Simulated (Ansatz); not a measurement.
**BGeH3 (singlet): from Hartree-Fock to the top rungs, cc-pVDZ**

One table from this session's results is given with a row withheld; the runs are named, their logs left out.

Method: cc-pVDZ, core rule «outside noble gas», up to 15 orbitals frozen; program: Ansatz 0.2.0, Gaussian basis.

The runs, in order: UHF; CCSD(T) on RHF; CCSD(T) on UHF; BCCD(T) on RHF; CISD; CCSDT(Q) on RHF; CCSDT(Q) on UHF; CCSDTQ on RHF; CASSCF and MRCISD+Q, 10 electrons in 11 orbitals; CASSCF and NEVPT2, 10 electrons in 11 orbitals.

4 further runs of the same task are left out: 4 set aside as unsound or not needed.

## What is computed

The geometry is a PBE0/def2-TZVP stationary point (not a proven minimum). No spin-orbit coupling is included. The filled d shell of Ge may be among the frozen orbitals whatever the setting's name suggests; the logs give the count.

5 atoms, charge 0, spin multiplicity 1.

Atoms are counted from 1 here; the program's logs count them from 0.

Bond lengths: Ge1–B2 1.949 Å, Ge1–H3 1.780 Å, B2–H3 1.366 Å, B2–H4 1.203 Å, B2–H5 1.203 Å. Angles: B2–Ge1–H3 42.7°, Ge1–B2–H3 62.0°, Ge1–B2–H4 120.1°, Ge1–B2–H5 120.1°, H3–B2–H4 106.0°, H3–B2–H5 106.0°, H4–B2–H5 119.4°, Ge1–H3–B2 75.3°.

Coordinates:

```
Ge   -0.0022    0.0000    0.3187
B    -0.0666    0.0000   -1.6292
H     1.1607    0.0000   -1.0289
H    -0.1421   -1.0387   -2.2309
H    -0.1421    1.0387   -2.2309
```

Set-up of the first run:

Contents of in.yaml:

```yaml
crystal:
  periodic: [false, false, false]
  atoms:
    - {symbol: Ge, position_ang: [-0.002248, 0.000000, 0.318665]}
    - {symbol: B, position_ang: [-0.066617, -0.000001, -1.629219]}
    - {symbol: H, position_ang: [1.160664, 0.000000, -1.028885]}
    - {symbol: H, position_ang: [-0.142071, -1.038714, -2.230917]}
    - {symbol: H, position_ang: [-0.142072, 1.038712, -2.230918]}
basis:
  gaussian: {orbitals: cc-pVDZ}
magnetization: {spin_polarized: true, initial_magnetization: 0}
hamiltonian: {xc: hf}
output: {orbitals: {seedname: orbitals}}
```

Run with:

```bash
> ansatz run in.yaml --threads 1 --pin off --events-out ev --progress --plain --max-ram 4096MiB --backend cpu
```

Among the steps run: UHF; CCSD(T) on RHF; CCSD(T) on UHF; BCCD(T) on RHF; CISD; CCSDT(Q) on RHF; CCSDT(Q) on UHF; CCSDTQ on RHF; CASSCF and MRCISD+Q, 10 electrons in 11 orbitals; CASSCF and NEVPT2, 10 electrons in 11 orbitals.

One of the session's tables, all rows but one given; the rest of the session is left out.

| method | from RCCSDTQ (kcal/mol) |
| --- | --- |
| RHF | +138.49 |
| UHF | +138.26 |
| RMP2 | +27.76 |
| CISD | +15.95 |
| RCCSD | +5.24 |
| RCCSD(T) | +0.92 |
| BCCD(T) | +0.89 |
| RCCSDT | +0.26 |
| RCCSDT(Q) | +0.01 |
| RCCSDTQ | 0 |
| CASSCF valence | +78.03 |
| NEVPT2 valence | +20.97 |
| MRCISD valence | +5.29 |
| MRCISD+Q valence | ? |

**Question.** Estimate the row for MRCISD+Q valence.

As computed: from RCCSDTQ (kcal/mol): +0.71. In the column «from RCCSDTQ (kcal/mol)» it lies between RCCSDT (+0.26) and BCCD(T) (+0.89).
